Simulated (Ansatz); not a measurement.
# TiCl2O2+ (sextet): from Hartree-Fock to the top rungs, def2-SVP

One table from this session's results is given with a row withheld; the runs are named, their logs left out.

Computed with Ansatz 0.2.0, Gaussian basis. Level: def2-SVP, core rule «outside noble gas», up to 21 orbitals frozen.

Plan: UHF; CCSD(T) on ROHF; CCSD(T) on UHF.

14 further runs of the same task are left out: 9 that didn't finish, 5 set aside as unsound or not needed.

### What is computed

The geometry is a PBE0/def2-TZVP stationary point (not a proven minimum) of the parent state, kept for this charge and spin.

5 atoms, charge 1, spin multiplicity 6.

Atoms are counted from 1 here; the program's logs count them from 0.

Bond lengths: Ti1–O2 1.853 Å, Ti1–O3 1.853 Å, Ti1–Cl4 2.375 Å, Ti1–Cl5 2.375 Å. Angles: O2–Ti1–O3 123.6°, O2–Ti1–Cl4 113.3°, O2–Ti1–Cl5 113.3°, O3–Ti1–Cl4 113.3°, O3–Ti1–Cl5 113.3°, Cl4–Ti1–Cl5 66.4°.

The first run:

File in.yaml:

```yaml
crystal:
  periodic: [false, false, false]
  atoms:
    - {symbol: Ti, position_ang: [0.000000, 0.000000, 0.748806]}
    - {symbol: O, position_ang: [1.632733, 0.000000, 1.624229]}
    - {symbol: O, position_ang: [-1.632733, 0.000000, 1.624229]}
    - {symbol: Cl, position_ang: [0.000000, -1.300256, -1.238491]}
    - {symbol: Cl, position_ang: [0.000000, 1.300256, -1.238491]}
basis:
  gaussian: {orbitals: def2-SVP}
total_charge: 1
magnetization: {spin_polarized: true, initial_magnetization: 5}
hamiltonian: {xc: hf}
output: {orbitals: {seedname: orbitals}}
```

Run with:

```bash
> ansatz run in.yaml --threads 1 --pin off --events-out ev --progress --plain --max-ram 4096MiB --backend cpu
```

Steps of the session up to this table: UHF; CCSD(T) on ROHF; CCSD(T) on UHF.

One of the session's tables, all rows but one given; the rest of the session is left out.

It belongs to the step «Misses and costs». 

| method | from RCCSD(T) (meV) |
| --- | --- |
| RMP2 | +1969.9 |
| UMP2 | +2878.3 |
| RCCSD | +817.0 |
| UCCSD | +665.0 |
| RCCSD(T) | 0 |
| UCCSD(T) | ? |

Estimate the missing values for UCCSD(T).

As computed: from RCCSD(T) (meV): -14.1. In the column «from RCCSD(T) (meV)» it is the lowest.

Left out of the table: ROHF, UHF (another determinant or state than the rows shown).

The program flags RCCSD(T) as in doubt (see the logs), so the zero of the table is itself unsure.

Limits of these values: The report flags that the cluster equations may have other roots. The program flags RCCSD(T) as in doubt, so the zero of the table is itself unsure. Warnings: coupled cluster took another determinant than the lowest. Restricted and unrestricted rows rest on different reference determinants; where their highest levels disagree by more than a few hundredths of an eV, they describe different states and don't form one ladder.
